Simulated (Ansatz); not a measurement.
# ZrF (sextet): from Hartree-Fock to the top rungs, def2-SVP

One table from this session's results is given with a row withheld; the runs are named, their logs left out.

Computed with Ansatz 0.2.0, Gaussian basis. Level: def2-SVP, core rule «outside noble gas», up to 5 orbitals frozen.

The runs, in order: UHF; CCSD(T) on ROHF; CCSD(T) on UHF; CISD; CCSDT(Q) on ROHF; CCSDT(Q) on UHF.

27 further runs of the same task are left out: 12 for a known fault of the program, 6 that didn't finish, 9 set aside as unsound or not needed.

### The system

The geometry is a PBE0/def2-TZVP stationary point (not a proven minimum) of the parent state, kept for this charge and spin. No spin-orbit coupling is included. Elements past krypton take def2 core potentials.

2 atoms, charge 0, spin multiplicity 6.

Atoms are counted from 1 here; the program's logs count them from 0.

Bond lengths: Zr1–F2 1.889 Å.

As a file:

```xyz
2
charge 0, multiplicity 6
Zr    0.00000    0.00000    0.00000
F     0.00000    0.00000    1.88880
```

Set-up of the first run:

in.yaml reads:

```yaml
crystal:
  periodic: [false, false, false]
  atoms:
    - {symbol: Zr, position_ang: [0.000000, 0.000000, 0.000000]}
    - {symbol: F, position_ang: [0.000000, 0.000000, 1.888800]}
basis:
  gaussian: {orbitals: def2-SVP}
magnetization: {spin_polarized: true, initial_magnetization: 5}
hamiltonian: {xc: hf}
output: {orbitals: {seedname: orbitals}}
```

Launch:

```sh
$ ansatz run in.yaml --threads 1 --pin off --events-out ev --progress --plain --max-ram 2393MiB
```

Steps of the session up to this table: UHF; CCSD(T) on ROHF; CCSD(T) on UHF; CISD; CCSDT(Q) on ROHF; CCSDT(Q) on UHF.

One table of the session follows, with a row left open; its other results are not shown here.

It belongs to the step «Misses and costs». 

| method | from RCCSDT(Q) (kJ/mol) |
| --- | --- |
| ROHF | +517.0 |
| UHF | +497.9 |
| RMP2 | +63.7 |
| UMP2 | ? |
| RCCSD | +12.2 |
| UCCSD | +3.7 |
| RCCSD(T) | +5.3 |
| UCCSD(T) | -2.9 |
| RCCSDT | +1.0 |
| UCCSDT | -6.4 |
| RCCSDT(Q) | 0 |
| UCCSDT(Q) | -7.1 |

Q: Estimate the row for UMP2 from the others.

As computed: from RCCSDT(Q) (kJ/mol): +55.3. In the column «from RCCSDT(Q) (kJ/mol)» it lies between RCCSD (+12.2) and RMP2 (+63.7).

Not comparable, so not listed: CISD (they don't share determinant, frozen orbitals or solution with the rows shown, or repeat one).

Caveats from the session: Restricted and unrestricted rows rest on different reference determinants; where their highest levels disagree by more than a few hundredths of an eV, they describe different states and don't form one ladder.
